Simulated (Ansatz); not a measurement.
# two structures of C: a comparison of enthalpies under pressure

Program: Ansatz's Python interface.

Notebook, run cell by cell (the value of a cell's last expression is shown):

```python
import ansatz as az
import numpy as np
from tabulate import tabulate
```

```python
config = {
    "xc": "LDA",
    "cutoff": 380,
    "k_spacing": 0.26,
    "smearing": "fermi_dirac",
    "width_ev": 0.1,
}


def bcc(first, a):
    return (
        az.Lattice.bcc(a)
        .space_group(229)
        .atom(first, [0, 0, 0])
        .primitive()
    )


def fcc(a_site, a):
    return (
        az.Lattice.fcc(a)
        .space_group(225)
        .atom(a_site, [0, 0, 0])
        .primitive()
    )
```

```python
def run_phase(name, crystal, pressure=0.0):
    calc = (
        crystal.calculation()
        .functional(config["xc"])
        .basis(config["cutoff"])
        .accuracy("low")
        .kpoints(spacing=config["k_spacing"])
        .occupations(config["smearing"], width=config["width_ev"])
    )
    calc = calc.relax(force_tolerance=0.01, cell=True, pressure=pressure)
    return calc.run(threads=1)
```

```python
def volume_per_atom(outcome):
    return abs(np.linalg.det(outcome.lattice.cell_ang)) / len(outcome.lattice.sites)
```

```python
phases = {}
phases["bcc"] = bcc("C", 2.38)
phases["fcc"] = fcc("C", 3.0)

# enthalpy per atom at each pressure
pressures = [0, 5, 10, 20]
enthalpy, volume = {name: [] for name in phases}, {name: [] for name in phases}
for p in pressures:
    for name, crystal in phases.items():
        o = run_phase(name, crystal, pressure=p)
        volume[name].append(volume_per_atom(o))
        enthalpy[name].append(o.report["energy_sigma0_ev"] / len(o.lattice.sites) + p * volume[name][-1] / 160.21766)
gap = np.array(enthalpy["fcc"]) - np.array(enthalpy["bcc"])
rows = [(p, va, vb, 1000 * d) for p, va, vb, d in zip(pressures, volume["bcc"], volume["fcc"], gap)]
print(tabulate(rows, headers=["P (GPa)", "V bcc (A^3/atom)", "V fcc (A^3/atom)", "H(fcc) - H(bcc) (meV/atom)"], floatfmt=".4f", tablefmt="psql"))
crossings = [p0 - g0 * (p1 - p0) / (g1 - g0) for p0, p1, g0, g1 in zip(pressures, pressures[1:], gap, gap[1:]) if g0 * g1 < 0]
print("crossing near", [round(float(p), 1) for p in crossings], "GPa") if crossings else print("no crossing in this range")
```

    DeckWarning: basis.ecutwfc = 380 eV is below the records' recommended 420 eV, and the density's cutoff is lower with it unless basis.ecutrho_ratio is high enough to keep the records' density cutoff: compare with a run at a higher cutoff
    +-----------+--------------------+--------------------+------------------------------+
    |   P (GPa) |   V bcc (A^3/atom) |   V fcc (A^3/atom) |   H(fcc) - H(bcc) (meV/atom) |
    |-----------+--------------------+--------------------+------------------------------|
    |         0 |             6.3189 |             6.8324 |                     272.7973 |
    |         5 |             6.1827 |             6.6477 |                     288.0864 |
    |        10 |             6.0595 |             6.4886 |                     301.7873 |
    |        20 |             5.8416 |             6.2206 |                     326.9763 |
    +-----------+--------------------+--------------------+------------------------------+
    no crossing in this range

These settings explore the input space; cutoff and mesh may be short of convergence. The cutoff lies under the one recommended for these potentials. Under the recommended cutoff a pressure can be off by several GPa, even in sign. At a fixed pressure a relaxation lowers the enthalpy F + PV, while F alone can rise. For the metals among these phases the mesh is modest: differences between phases can be off by up to 40 meV an atom. Warnings are shown shortened and without file and line. Only these two structures are compared, at zero temperature and with their symmetry kept; either may be hypothetical, and another phase may be lower than both. Differences under about 40 meV an atom lie within the error of mesh and functional. The cells are prototypes set up for this calculation and needn't exist. Wall time of the script: 15 s on 1 thread of Intel(R) Xeon(R) Platinum 8488C (Sapphire Rapids), with other jobs on the host, peak memory 0.37 GiB.
